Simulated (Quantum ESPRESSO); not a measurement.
NaTaO2:

```xyz
4
Lattice="1.5572 0.8990 5.6532 -1.5572 0.8990 5.6532 0.0000 -1.7981 5.6532" Properties=species:S:1:pos:R:3 pbc="T T T"
Na    0.0000    0.0000    8.4798
Ta    0.0000    0.0000    0.0000
O     0.0000    0.0000    4.5231
O     0.0000    0.0000   12.4364
```

The cell comes from a database or a generator and needn't be the stable form of this composition.

Base run:

| Quantity | Value |
| --- | --- |
| Program | Quantum ESPRESSO 7.5 |
| Functional | RPBE |
| Potentials or basis | PseudoDojo 0.5 SR PBE standard |
| Cutoff | 1197 eV |
| Density cutoff | 4789 eV |
| k mesh | 7 × 7 × 7 |
| Occupations | gaussian, width 0.05 eV |
| Spin | collinear spin, ferromagnetic start |
| Starting moments | [0.0, 2.0, 0.0, 0.0] μB |
| Hubbard terms | Ta d U = 7 eV |

Its results: band gap on the k mesh none (metal or under the smearing width); pressure 21.6 GPa; net moment 2.00 μB per cell; site moments Na +0.01; Ta +0.87; O +0.01 μB; largest force 2.072 eV/Å.

**Question.** The run is repeated on the same cell with these changes: functional from RPBE to revPBE. What comes out?

**Answer.** Band gap on the k mesh none (metal or under the smearing width); pressure 20.7 GPa; net moment 2.00 μB per cell; site moments Na +0.01; Ta +0.87; O +0.01 μB; largest force 2.028 eV/Å.

Caveats: the potentials were made for another functional, which shifts forces and pressure.

Not every run made on this cell is shown here.
